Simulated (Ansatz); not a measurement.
# CsH (rocksalt type): how the settings move a single-point run

Aim: see which settings change the result for CsH (rocksalt type), by how much, and at what cost.

Computed with Ansatz 0.2.0 (reference: DFT, LDA, PAW with Ansatz's default frozen-core files, scalar-relativistic, unless a step's input says otherwise).

## Step 1: The structure to begin with

It takes space group Fm-3m (No. 225, cubic). The conventional cell has a = 5.842 Å, b = 5.842 Å, c = 5.842 Å, α = 90.00°, β = 90.00°, γ = 90.00°. Around Cs (site symmetry m-3m) lie 6 H at 2.92 Å. H (site symmetry m-3m) has 6 Cs at 2.92 Å in its first shell of neighbours.

Structure file:

```
Cs H
1.0
     0.00000    2.92079    2.92079
     2.92079    0.00000    2.92079
     2.92079    2.92079    0.00000
Cs H
1 1
Direct
  0.00000 0.00000 0.00000
  0.50000 0.50000 0.50000
```

## Step 2: Reference

input.yaml

```yaml
crystal:
  lattice:
    - [0.0, 2.9207926949, 2.9207926949]
    - [2.9207926949, 0.0, 2.9207926949]
    - [2.9207926949, 2.9207926949, 0.0]
  atoms:
    - { symbol: Cs, position: [0.0, 0.0, 0.0] }
    - { symbol: H, position: [0.5, 0.5, 0.5] }
kpoints:
  mp_grid: { grid: [12, 12, 12] }
scf:
  occupations: { method: fermi_dirac, width: 0.05 }
hamiltonian:
  xc: lda
  pseudopotentials: { kind: paw }
output:
  forces: true
  stress: true
  eigenvalues: true
  populations: true
  write_density: true
  write_potential: true
  elf: true
  volumetric_format: npy
```

Command:

```
ansatz run input.yaml --threads 1 --pin off --max-ram 2048MiB --backend cpu --events-out ev --progress --plain --runs-dir out
```

## Step 3: Changed: symmetry.detect false, eigensolver.kind davidson, n_extra_bands 4, basis.precision f64

input.yaml, as its differences from that of step 2:

```diff
@@ -8,2 +8,3 @@
     - { symbol: H, position: [0.5, 0.5, 0.5] }
+  symmetry: { detect: false }
 kpoints:
@@ -12,2 +13,4 @@
   occupations: { method: fermi_dirac, width: 0.05 }
+  eigensolver: { kind: davidson }
+  n_extra_bands: 4
 hamiltonian:
@@ -20,5 +23,3 @@
   populations: true
-  write_density: true
-  write_potential: true
-  elf: true
-  volumetric_format: npy
+basis:
+  precision: f64
```

**Question.** What will these runs give? Wanted: for each run, ending; energy change; pressure; gap; force.

As calculated:

| run | ending | energy change | pressure (GPa) | gap (eV) | force (eV/Å) | cycles | time |
| --- | --- | --- | --- | --- | --- | --- | --- |
| reference | converged | 0 | 1.9 | 1.50 | 0.00 | 6 | 2.9 s |
| 1: symmetry.detect false, eigensolver.kind davidson, n_extra_bands 4, basis.precision f64 | converged | 0.0 meV/atom | 1.9 | 1.50 | 0.00 | 6 | 62 s |

Times don't compare one to one where runs were asked for different outputs or read a saved state (see the inputs); cycles may leave out searches for a lower state.

Residual by cycle in the longest SCF loop of each run; runs are numbered as in the table. The quantity is the density residual dr2, in eV.

| cycle | reference | run 1 |
| --- | --- | --- |
| 1 | 0.0293 | 0.0306 |
| 2 | 0.00175 | 0.00138 |
| 3 | 1.2e-4 | 9.2e-5 |
| 4 | 1.9e-6 | 4.9e-7 |
| 5 | 4.1e-9 | 1.9e-7 |
| 6 | 1.9e-10 | 5.8e-8 |

**Reading.** Energy and cycle count are those of the reference, so the change (use of symmetry, solver and arithmetic precision) left the result and the number of cycles as they were. The gap of the reference lacks spin-orbit coupling, though the cell holds Cs.
